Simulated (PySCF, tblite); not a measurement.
**o-toluoyl chloride (C8H7ClO): geometry, infrared bands and NMR shifts**

What infrared bands and NMR shifts should o-toluoyl chloride (C8H7ClO) (`Cc1ccccc1C(=O)Cl`) show?

Programs: tblite 0.8.0 and PySCF 2.14.0, with density-fitted response routines of our own. Each step states its level of theory. These are calculated values for one molecule in the gas phase, unless marked as measured. Atoms count from 0, in the outputs and in this text.

**1. The molecule as given**

17 atoms, charge 0, multiplicity 1; geometry from: force field or distance geometry start.

Bonds of the start (Å): C0–C1 1.50, C1–C2 1.42, C2–C3 1.39, C3–C4 1.38, C4–C5 1.40, C5–C6 1.40, C6–C7 1.49, C7–O8 1.23, C7–Cl9 1.75, C6–C1 1.41, C0–H10 1.09, C0–H11 1.10, C0–H12 1.10, C2–H13 1.08, C3–H14 1.09, C4–H15 1.09, C5–H16 1.09.

**2. Optimising the geometry with GFN2-xTB**

The job: settings as JSON, then the geometry in Å.

```
{"job": {"kind": "relax", "xc": "GFN2-xTB", "basis": "xTB"}, "charge": 0, "multiplicity": 1}
C     -1.698200    -1.306200     0.265800
C     -0.388400    -0.593100     0.134500
C      0.801300    -1.327900     0.403900
C      2.045000    -0.713000     0.289200
C      2.145400     0.619400    -0.047600
C      0.986700     1.363200    -0.305200
C     -0.276000     0.769100    -0.207200
C     -1.481500     1.614000    -0.456000
O     -2.473200     1.426800     0.245600
Cl    -1.427200     2.798500    -1.742100
H     -1.578400    -2.392400     0.295500
H     -2.218000    -1.005400     1.189900
H     -2.349000    -1.087300    -0.587200
H      0.742000    -2.375600     0.679100
H      2.941200    -1.291100     0.499200
H      3.121300     1.093000    -0.117100
H      1.100000     2.420000    -0.550400
```

Run with:

```console
OMP_NUM_THREADS=1 python probes_run.py task.json out
```

One launch serves the whole session: the jobs run in the order shown.

**Question.** This job is followed by: GFN2-xTB harmonic vibrations, gas phase; GIAO PBE0/pcSseg-1 NMR shielding, non-relativistic, gas phase. Predict these results of the whole session: strongest single infrared mode (GFN2-xTB); zero-point energy (GFN2-xTB); 13C shifts against TMS (PBE0/pcSseg-1); 1H shifts against TMS (PBE0/pcSseg-1, means over atoms taken as alike); 17O shifts against H2O (PBE0/pcSseg-1); 35Cl shifts against HCl (PBE0/pcSseg-1).

As calculated:

| quantity | value |
| --- | --- |
| strongest single infrared mode (GFN2-xTB) | 1789 cm⁻¹, 366 km/mol |
| zero-point energy (GFN2-xTB) | 78.5 kcal/mol |
| 13C shifts against TMS (PBE0/pcSseg-1) | 176.6, 152.4, 143.7, 141.3, 136.7, 133.6, 131.6, 27.2 ppm |
| 1H shifts against TMS (PBE0/pcSseg-1, means over atoms taken as alike) | 8.89, 7.82, 7.66, 7.60, 2.82 ppm |
| 17O shifts against H2O (PBE0/pcSseg-1) | 585.9 ppm |
| 35Cl shifts against HCl (PBE0/pcSseg-1) | 433 ppm |

What this shows: Over 75 steps the energy fell by 0.269 eV; of the close pairs, C7–O8 changed most, 1.229 to 1.190 Å. No mode is imaginary among the 45: a minimum at this level. The strongest single mode, at 1789 cm⁻¹, moves mainly C7 and O8. Unscaled tight-binding wavenumbers are off by several per cent, some by more. Its intensities can rank the bands wrongly. At PBE0/pcSseg-1: The largest span, 912 ppm, is at O8, where the paramagnetic term is -649 ppm. NICS(1)zz of -27 ppm above the planar ring from C1 marks a diatropic (aromatic) ring current.
